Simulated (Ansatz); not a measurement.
# HfSi (triplet): from Hartree-Fock to the top rungs, def2-QZVPP

One table from this session's results is given with a row withheld; the runs are named, their logs left out.

Method: def2-QZVPP, core rule «outside noble gas», up to 9 orbitals frozen; program: Ansatz 0.2.0, Gaussian basis.

Plan: UHF; ROHF; CCSD(T) on UHF.

## What is computed

The geometry is a PBE0/def2-TZVP stationary point (not a proven minimum) of the parent state, kept for this charge and spin. No spin-orbit coupling is included. Elements past krypton take def2 core potentials.

2 atoms, charge 0, spin multiplicity 3.

Atoms are counted from 1 here; the program's logs count them from 0.

Bond lengths: Hf1–Si2 2.547 Å.

Coordinates:

```xyz
2
HfSi
Hf    0.0000    0.0000    0.0000
Si    0.0000    0.0000    2.5470
```

Set-up of the first run:

File in.yaml:

```yaml
crystal:
  periodic: [false, false, false]
  atoms:
    - {symbol: Hf, position_ang: [0.000000, 0.000000, 0.000000]}
    - {symbol: Si, position_ang: [0.000000, 0.000000, 2.547000]}
basis:
  gaussian: {orbitals: "def2-QZVPP.json"}
magnetization: {spin_polarized: true, initial_magnetization: 2}
hamiltonian: {xc: hf}
output: {orbitals: {seedname: orbitals}}
```

Started as:

```
$ ansatz run in.yaml --threads 1 --pin off --events-out ev --progress --plain --max-ram 4096MiB --backend cpu
```

Among the steps run: UHF; ROHF; CCSD(T) on UHF.

One table of the session follows, with a row left open; its other results are not shown here.

It belongs to the step «Misses and costs». 

```
  method  from UCCSD(T) (kcal/mol)
    ROHF                   +137.96
     UHF                   +119.16
    UMP2                         ?
   UCCSD                    +10.29
UCCSD(T)                         0
```

Estimate the missing values for UMP2.

**Answer.** from UCCSD(T) (kcal/mol): +34.06. In the column «from UCCSD(T) (kcal/mol)» it lies between UCCSD (+10.29) and UHF (+119.16).

Caveats from the session: The determinant is far from a pure spin state, so its energy mixes those of several spin states (harmless only where they are near-degenerate, as at dissociation).
